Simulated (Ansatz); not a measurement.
Predict the output of the script below (the Ansatz DFT code, driven from Python).

Contents of `POSCAR`:
```text
WS2
1.0
   3.18000000    0.00000000    0.00000000
  -1.59000000    2.75396078    0.00000000
   0.00000000    0.00000000   12.50000000
W S
2 4
Direct
   0.33333333    0.66666667    0.25000000
   0.66666667    0.33333333    0.75000000
   0.33333333    0.66666667    0.62500000
   0.66666667    0.33333333    0.12500000
   0.33333333    0.66666667    0.87500000
   0.66666667    0.33333333    0.37500000
```

`ws2_bands.py`:
```python
"""Band structure of WS2."""

from pathlib import Path
import warnings

import ansatz as az
from ase.io import read
import numpy as np

K_LENGTH = 24
FILLING = "cold"
WIDTH_EV = 0.05
EXTRA_BANDS = 8

warnings.simplefilter("ignore", az.DeckWarning)

atoms = read("POSCAR", format="vasp")
system = az.Crystal.from_ase(atoms)

# vertices of the path, as fractions of the reciprocal vectors
path = [
    ("G", (0.0, 0.0, 0.0)),
    ("M", (0.5, 0.0, 0.0)),
    ("K", (0.33333, 0.33333, 0.0)),
    ("G", (0.0, 0.0, 0.0)),
    ("A", (0.0, 0.0, 0.5)),
]
calc = (
    system.calculation()
    .functional(az.Functional.PBESOL)
    .kpoints(length=K_LENGTH)
    .occupations(FILLING, width=WIDTH_EV)
    .band_structure([point for _, point in path], intervals=4)
    .scf(extra_bands=EXTRA_BANDS)
    .populations()
)
result = calc.run()
r = result.report

energy = r["free_energy_ev"]
print("F of the WS2 cell: {:.6f} eV = {:.6f} Ry = {:.6f} Ha".format(energy, energy / 13.605693, energy / 27.211386))
print("Fermi level {:.4f} eV, {} k-points, {} symmetry operations".format(r["fermi_energy_ev"], r["n_kpoints"], r["n_symmetry_ops"]))

files = Path(result.write_results("tables"))
print((files / "populations.tsv").read_text())

bands = result.band_structure()
fermi = bands.fermi_energy_ev
print(f"zero of the bands: {fermi:.3f} eV, the Fermi level found on the SCF mesh")
for spin, channel in enumerate(bands.channels):
    print("channel", spin, "- computed levels within 4 eV of the Fermi level")
    for i, (label, _) in enumerate(path):
        levels = channel.eigenvalues_ev[i * 4] - fermi
        print(f"  {label:3s}", " ".join(f"{e:7.3f}" for e in levels if abs(e) < 4))
```

`python ws2_bands.py` gives:
```text
F of the WS2 cell: -24058.133725 eV = -1768.240230 Ry = -884.120115 Ha
Fermi level 11.7443 eV, 24 k-points, 24 symmetry operations
# site	symbol	l	j	q
# orbitals = lowdin
# n_electrons = 52.000000
# spilling = 0.009191
0	W	0_5S	-	1.977241
0	W	0_6S	-	0.608529
0	W	1_5P	-	5.995790
0	W	2_5D	-	4.975133
1	W	0_5S	-	1.977241
1	W	0_6S	-	0.608529
1	W	1_5P	-	5.995790
1	W	2_5D	-	4.975133
2	S	0_3S	-	1.780237
2	S	1_3P	-	4.321931
3	S	0_3S	-	1.780237
3	S	1_3P	-	4.321931
4	S	0_3S	-	1.780237
4	S	1_3P	-	4.321931
5	S	0_3S	-	1.780237
5	S	1_3P	-	4.321931

zero of the bands: 11.744 eV, the Fermi level found on the SCF mesh
channel 0 - computed levels within 4 eV of the Fermi level
  G    -2.885  -2.885  -2.843  -2.843  -2.128  -1.711  -0.583   1.656   1.656   1.664   1.664   1.773   1.773   1.927   1.927
  M    -3.436  -3.265  -2.579  -2.415  -2.266  -2.102   1.600   1.639   1.946   2.179   2.473   3.261   3.307   3.534
  K    -3.466  -3.466  -1.335  -1.159   0.565   0.565   1.532   2.653   2.719   2.719
  G    -2.885  -2.885  -2.843  -2.843  -2.128  -1.711  -0.583   1.656   1.656   1.664   1.664   1.773   1.773   1.927   1.927
  A    -3.396  -3.396  -2.864  -2.864  -2.864  -2.864  -0.889  -0.889   1.653   1.653   1.653   1.653   1.856   1.856   1.856   1.856
```

Notes:
- Total energies depend on the potentials; only differences at equal settings carry meaning. A total without «per atom» is that of the whole cell that was run.
- No spin polarisation was allowed.
- The computed bands are complete only to about 1.9 eV above the Fermi level.
- Only differences from the Fermi energy are physical; the zero of the scale is a convention.
- Of the deposited cell: the entry's cell lengths or inner coordinates differ somewhat from later room-temperature determinations.
- An opening on this mesh may only mean that it misses a point where bands touch.
- The structure is a deposited one; some such entries were measured under pressure or heat, so a shift against it needn't be the functional's error alone.
- Levels are Kohn-Sham eigenvalues on this mesh, without spin-orbit coupling.
- Wall time of the script: 6.7 s on 1 thread of Arm Neoverse V1 (shared host), peak memory 0.49 GiB.
